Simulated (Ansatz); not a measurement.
**F3H3OSi2: harmonic frequencies at the relaxed geometry, by script**

At which frequencies does F3H3OSi2 vibrate? Aim: harmonic frequencies at the relaxed geometry, for F3H3OSi2, run from a script.

All numbers are computed with Ansatz 0.2.0, driven from Python. Level of theory: B3LYP/cc-pVDZ.

## Step 1: Starting point

Bond lengths: F1–Si2 1.590 Å, Si2–O3 1.652 Å, O3–Si4 1.573 Å, Si4–F5 1.642 Å, Si4–F6 1.580 Å, Si2–H7 1.510 Å, Si2–H8 1.474 Å, Si4–H9 1.564 Å. Angles: F1–Si2–O3 109.6°, F1–Si2–H7 107.4°, F1–Si2–H8 111.4°, O3–Si2–H7 110.4°, O3–Si2–H8 109.2°, H7–Si2–H8 108.8°, Si2–O3–Si4 139.4°, O3–Si4–F5 108.8°, O3–Si4–F6 113.8°, O3–Si4–H9 109.8°, F5–Si4–F6 109.5°, F5–Si4–H9 107.4°, F6–Si4–H9 107.3°.

No structure file is read: the coordinates are typed or built in the script.

## Step 2: The code

freq.py reads:

```python
"""Harmonic frequencies of F3H3OSi2 at its relaxed geometry."""

import itertools

import ansatz
from ase.data import atomic_numbers, covalent_radii
import numpy as np

GEOMETRY = """
F    -0.35410   -1.97600    1.18430
Si    0.71270   -1.34800    0.18660
O     0.54560    0.29500    0.15730
Si   -0.54760    1.37900   -0.16320
F    -1.13600    1.10620   -1.67140
F    -0.02080    2.86520   -0.06200
H     2.08350   -1.72910    0.69320
H     0.54650   -1.87700   -1.17950
H    -1.74140    1.23820    0.83760
"""

mol = ansatz.Crystal.molecule()
for line in GEOMETRY.strip().splitlines():
    symbol, *xyz = line.split()
    mol = mol.atom(symbol, [float(v) for v in xyz])

base = (
    mol.calculation()
    .basis(gaussian="cc-pVDZ")
    .functional("B3LYP")
)
symbols = [site.symbol for site in mol.cartesian_sites]
start = np.array([site.position_ang for site in mol.cartesian_sites], dtype=float)
def progress(event):
    if event["event"] == "relax_step":
        row = event["data"]
        print(f"step {row['step']:3d}  E = {row['lagrangian_ev']:.6f} eV  largest force component {row['allowed_force_max_ev_ang']:.4f} eV/A")


summary = base.relax(force_tolerance=0.003).session().plan().execute(on_event=progress).report
end = np.array(summary["positions_ang"])

# pairs closer than 1.2 times the sum of covalent radii, before or after
radius = [covalent_radii[atomic_numbers[s]] for s in symbols]
span = lambda where, i, j: np.linalg.norm(where[i] - where[j])
bonded = [(i, j) for i, j in itertools.combinations(range(len(symbols)), 2) if min(span(start, i, j), span(end, i, j)) < 1.2 * (radius[i] + radius[j])]
print("pair        before    after (A)")
for i, j in bonded:
    print(f"{symbols[i]}{i}-{symbols[j]}{j}".ljust(10), f"{span(start, i, j):8.4f} {span(end, i, j):8.4f}")

# frequencies need a stationary point, so they are taken at the relaxed geometry
minimum = ansatz.Crystal.molecule()
for symbol, place in zip(symbols, end):
    minimum = minimum.atom(symbol, place.tolist())
vibrating = minimum.calculation()
vibrating = vibrating.basis(gaussian="cc-pVDZ")
vibrating = vibrating.functional("B3LYP")
vibrating = vibrating.phonons(temperatures=(100, 500, 100))
vib = vibrating.run().report["vibrations"]
sums = vib["harmonic_sums"]
modes = [m["omega_inv_cm"] for m in sums["modes_at_gamma"] if m["rigid_motion"] == "no"]
for number, w in enumerate(modes, start=1):
    print(f"mode {number:2d} {w:9.1f} 1/cm {w / 8065.544 * 1000:8.2f} meV")
print("imaginary modes:", sum(w < 0 for w in modes), " zero-point energy:", round(sums["zero_point_energy_ev"], 4), "eV")
print("T (K)   F_vib (eV)   S_vib (meV/K)   C_vib (meV/K)")
for row in zip(sums["temperatures_k"], sums["vibrational_free_energy_ev"], vib["entropy_ev_per_k"], vib["heat_capacity_ev_per_k"]):
    print(f"{row[0]:6.1f} {row[1]:11.4f} {1000 * row[2]:13.4f} {1000 * row[3]:15.4f}")
```

## Step 3: Running it

Command:

```
$ python freq.py
```

Q: Predict the main results. Wanted: moves of the relaxation of run 1; energy gained in run 1; last largest force component of run 1; highest frequency; imaginary modes; zero-point energy.

As calculated:

| quantity | value |
| --- | --- |
| runs compared | 2 |
| moves of the relaxation of run 1 | 23 |
| energy gained in run 1 | 0.412 eV |
| last largest force component of run 1 | 0.0026 eV/Å |
| highest frequency | 2329 cm⁻¹ |
| imaginary modes | 0 |
| zero-point energy | 1.090 eV |

**Reading.** Run 1: The relaxation took 23 moves; the largest shift is 0.792 Å. All frequencies are real, so the geometry is a minimum. The frequencies are harmonic and unscaled, in a modest basis. The result belongs to the one conformer reached from this start, and soft torsions count as harmonic oscillators. b3lyp holds the VWN-RPA fit, as in Gaussian; the form of ORCA and Turbomole is b3lyp5.
